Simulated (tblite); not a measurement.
# C3H6BBrSi: the cost of one run

The runs use tblite 0.8.0 and PySCF 2.14.0, with density-fitted response routines of our own; the level of theory stands in each step. All values are computed, except where a source is named. Atoms are numbered from 0 throughout.

## (1) The starting structure

12 atoms, charge 0, multiplicity 1; geometry from: force field or distance geometry start.

Bonds of the start (Å): C0–C1 1.47, C1–C2 1.19, C2–B3 1.54, B3–Si4 1.93, Si4–Br5 2.25, C0–H6 1.10, C0–H7 1.10, C0–H8 1.11, B3–H9 1.19, Si4–H10 1.48, Si4–H11 1.47.

## (2) Relaxing the molecule with GFN2-xTB

What the job is given:

```
{"job": {"kind": "relax", "xc": "GFN2-xTB", "basis": "xTB"}, "charge": 0, "multiplicity": 1}
C      2.839700     0.131100     0.016100
C      1.415900    -0.249600     0.014900
C      0.267700    -0.576500     0.034500
B     -1.221700    -0.967000     0.031600
Si    -2.591300     0.376800    -0.185700
Br    -2.418900     1.912100     1.447700
H      3.402700    -0.529400     0.692100
H      3.239900     0.049800    -1.008800
H      2.932600     1.180600     0.363400
H     -1.530600    -2.105400     0.202400
H     -2.413900     1.032400    -1.498700
H     -3.920800    -0.255600    -0.135500
```

Launch:

```console
> OMP_NUM_THREADS=1 python probes_run.py task.json out
```

This one command runs all jobs of the session in turn.

**Question.** How long does this first job take on 1 thread of Arm Neoverse N1, shared host, and how much memory does it need?

About 1.2 s, with a peak of 0.18 GiB.
